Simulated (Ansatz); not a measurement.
# HSe+ (singlet): wave-function methods side by side at distance Se1–H2 = 1.367 Å, aug-cc-pVDZ

The task here is to estimate one member of a computed series from the others.

Program: Ansatz 0.2.0, Gaussian basis. Level of theory: aug-cc-pVDZ, core rule «outside noble gas», up to 14 orbitals frozen. These are calculated values, not measurements.

Plan: UHF; CCSD(T) on RHF; CCSD(T) on UHF; BCCD(T) on RHF; CISD; CCSDT(Q) on RHF; CCSDT(Q) on UHF; CASSCF and MRCISD+Q, 2 electrons in 2 orbitals; CASSCF and NEVPT2, 2 electrons in 2 orbitals; CASSCF and MRCISD+Q, 6 electrons in 5 orbitals; CASSCF and NEVPT2, 6 electrons in 5 orbitals; Full CI.

19 further runs of the same task are left out: 1 for a mislabelled method, 14 that didn't finish, 4 set aside as unsound or not needed.

## What is computed

The geometry derives from a PBE0/def2-TZVP stationary point (not a proven minimum). One bond is set to the value named and the two fragments are kept rigid. No spin-orbit coupling is included. The filled d shell of Se may be among the frozen orbitals whatever the setting's name suggests; the logs give the count.

2 atoms, charge 1, spin multiplicity 1.

Atoms are counted from 1 here; the program's logs count them from 0.

Bond lengths: Se1–H2 1.367 Å.

Coordinates:

```xyz
2
charge 1, multiplicity 1
Se    0.0000    0.0000    0.0000
H     0.0000    0.0000    1.3670
```

Set-up of the first run:

in.yaml reads:

```yaml
crystal:
  periodic: [false, false, false]
  atoms:
    - {symbol: Se, position_ang: [0.000000, 0.000000, 0.000000]}
    - {symbol: H, position_ang: [0.000000, 0.000000, 1.367000]}
basis:
  gaussian: {orbitals: aug-cc-pVDZ}
total_charge: 1
magnetization: {spin_polarized: true, initial_magnetization: 0}
hamiltonian: {xc: hf}
output: {orbitals: {seedname: orbitals}}
```

Launch:

```bash
> ansatz run in.yaml --threads 1 --pin off --events-out ev --progress --plain --max-ram 2393MiB
```

Among the steps run: UHF; CCSD(T) on RHF; CCSD(T) on UHF; BCCD(T) on RHF; CISD; CCSDT(Q) on RHF; CCSDT(Q) on UHF; CASSCF and MRCISD+Q, 2 electrons in 2 orbitals; CASSCF and NEVPT2, 2 electrons in 2 orbitals; CASSCF and MRCISD+Q, 6 electrons in 5 orbitals; CASSCF and NEVPT2, 6 electrons in 5 orbitals; Full CI.

One of the session's tables, all rows but one given; the rest of the session is left out.

```
          method  from FCI (kJ/mol)
             RHF             +352.4
            RMP2             +113.3
            CISD              +52.6
           RCCSD              +32.6
        RCCSD(T)              +15.8
         BCCD(T)              +16.1
          RCCSDT               +0.7
       RCCSDT(Q)               -0.3
     CASSCF pair             +285.5
     NEVPT2 pair              +49.8
     MRCISD pair                  ?
   MRCISD+Q pair               -2.6
  CASSCF valence             +245.3
  NEVPT2 valence              +56.4
  MRCISD valence               +9.5
MRCISD+Q valence               -2.3
             FCI                  0
```

**Question.** Estimate the row for MRCISD pair.

**Answer.** from FCI (kJ/mol): +13.3. In the column «from FCI (kJ/mol)» it lies between MRCISD valence (+9.5) and RCCSD(T) (+15.8).

Left out of the table: UHF, UMP2, UCCSD, UCCSD(T), UCCSDT, UCCSDT(Q) (another determinant or state than the rows shown).

To keep in mind: The report flags that the cluster equations may have other roots. The program flags RCCSDT(Q) as in doubt, so those rows may rest on another solution; read them beside their warnings. RCCSDT(Q), MRCISD+Q pair, MRCISD+Q valence fall below full CI, which methods that aren't variational can do.
